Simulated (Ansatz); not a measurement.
I need a rigid scan of one bond length of Cl2H3Si2, SMILES [SiH3][Si](Cl)Cl. Use Ansatz 0.2.0, Python API. Use (for the species named): B3LYP, 6-31G* basis, multiplicity 2, D4 dispersion.

```xyz
7

Si   -0.4090    0.8230   -0.2223
Si    0.1599   -1.0927    0.7905
Cl    2.1296   -1.0920    1.2365
Cl   -0.0091   -2.6887   -0.4589
H    -1.9037    0.8289   -0.5946
H    -0.2478    2.0377    0.6812
H     0.3414    1.1158   -1.4781
```

The script, `run_scan.py`:
```python
# -*- coding: utf-8 -*-
"""Stretching a bond of Cl2H3Si2, the rest held rigid."""

import ansatz as az
from ase import Atoms
import numpy as np

atoms = Atoms(["Si", "Si", "Cl", "Cl", "H", "H", "H"], positions=[
    (-0.409, 0.823, -0.2223),
    (0.1599, -1.0927, 0.7905),
    (2.1296, -1.092, 1.2365),
    (-0.0091, -2.6887, -0.4589),
    (-1.9037, 0.8289, -0.5946),
    (-0.2478, 2.0377, 0.6812),
    (0.3414, 1.1158, -1.4781),
])
system = az.Crystal.molecule_from_ase(atoms)

symbols = [site.symbol for site in system.cartesian_sites]
start = np.array([site.position_ang for site in system.cartesian_sites])
axis = (start[6] - start[0]) / np.linalg.norm(start[6] - start[0])
moving = [6]
lengths, energies = [1.27, 1.37, 1.49, 1.64, 1.86, 2.24, 2.69, 3.28], []
for length in lengths:
    xyz = start.copy()
    xyz[moving] += (length - np.linalg.norm(start[6] - start[0])) * axis
    point = az.Crystal.molecule()
    for symbol, place in zip(symbols, xyz):
        point = point.atom(symbol, place.tolist())
    calc = (
        point.calculation()
        .basis(gaussian="6-31G*")
        .functional("b3lyp", dispersion="d4")
        .spin("collinear", total=1)
    )
    report = calc.run(threads=1, backend="cpu").report
    energies.append(report["free_energy_ev"])
    print(f"r = {length:6.3f} A  E = {energies[-1]:.5f} eV  <S^2> = {abs(report['mean_field']['state']['spin_squared']):.3f}")

print("energy above the lowest point (eV):", [round(e - min(energies), 3) for e in energies])
```

```console
$ python run_scan.py
r =  1.270 A  E = -40850.23694 eV  <S^2> = 0.752
r =  1.370 A  E = -40850.69370 eV  <S^2> = 0.752
r =  1.490 A  E = -40850.84821 eV  <S^2> = 0.752
r =  1.640 A  E = -40850.68843 eV  <S^2> = 0.752
r =  1.860 A  E = -40850.16362 eV  <S^2> = 0.754
r =  2.240 A  E = -40849.03884 eV  <S^2> = 0.781
r =  2.690 A  E = -40848.14917 eV  <S^2> = 0.934
r =  3.280 A  E = -40847.77435 eV  <S^2> = 0.919
energy above the lowest point (eV): [0.611, 0.155, 0.0, 0.16, 0.685, 1.809, 2.699, 3.074]
```

Total energies depend on the basis set; only differences at equal settings carry meaning. The rest of the molecule is held rigid at a force-field or estimated start geometry, and the basis set is modest; single-reference methods fail as a bond breaks. The run takes the species as open-shell (spin multiplicity 2), which needn't be its ground state. The expectation value of S² is noticeably off S(S+1) in at least one run, so that state is spin-contaminated. b3lyp holds the VWN-RPA fit, as in Gaussian; the form of ORCA and Turbomole is b3lyp5. The whole script took 52 s on 1 thread of Arm Neoverse V1, on a shared host, peak memory 0.3 GiB.
